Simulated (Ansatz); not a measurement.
# CH₃BrSiTe, SMILES Br[SiH]1C[Te]1: a single point from an input written key by key

Program: the Ansatz DFT code, driven from Python.

At the Python prompt:
```pycon
>>> import ansatz as az
>>> DECK = '''
... crystal:
...   periodic: [false, false, false]
...   atoms:
...     - { symbol: Br, position_ang: [-2.4514, 0.612, 0.6744] }
...     - { symbol: Si, position_ang: [-0.5833, 0.4861, -0.5095] }
...     - { symbol: C, position_ang: [0.7173, -0.3336, 0.4248] }
...     - { symbol: Te, position_ang: [0.2224, -1.9047, -0.8685] }
...     - { symbol: H, position_ang: [-0.1247, 1.4902, -1.4959] }
...     - { symbol: H, position_ang: [0.494, -0.4892, 1.5033] }
...     - { symbol: H, position_ang: [1.787, 0.071, 0.2257] }
... basis:
...   gaussian: { orbitals: def2-SVP }
... hamiltonian:
...   xc: b3lyp
... '''
>>> session = az.Session.from_yaml(DECK)
>>> r = session.plan(threads=1).execute().report

>>> print('reference energy %16.6f eV' % r['reference_energy_ev'])
reference energy    -86295.365322 eV
>>> print('total energy     %16.6f eV' % r['free_energy_ev'])
total energy        -86295.365322 eV
>>> print('occupied orbitals outside the frozen core (up, down):', r['n_occupied'], ' frozen:', r['n_frozen'], ' virtual:', r['n_virtual'])
occupied orbitals outside the frozen core (up, down): [41, 41]  frozen: 0  virtual: [64, 64]
>>> symbols = ['Br', 'Si', 'C', 'Te', 'H', 'H', 'H']
```

Notes:
- Total energies depend on the basis set; only differences at equal settings carry meaning.
- The geometry is a force-field or estimated start, not a minimum of this method, and the basis set is short of its limit.
- def2 sets replace the cores of elements past krypton by effective core potentials.
- b3lyp holds the VWN-RPA fit, as in Gaussian; the form of ORCA and Turbomole is b3lyp5.
- Hardware and time: 5.1 s on 1 thread of Arm Neoverse V1, with other jobs on the host, peak memory 0.29 GiB.

(Lines on the test bed's own set-up are left out of the output.)
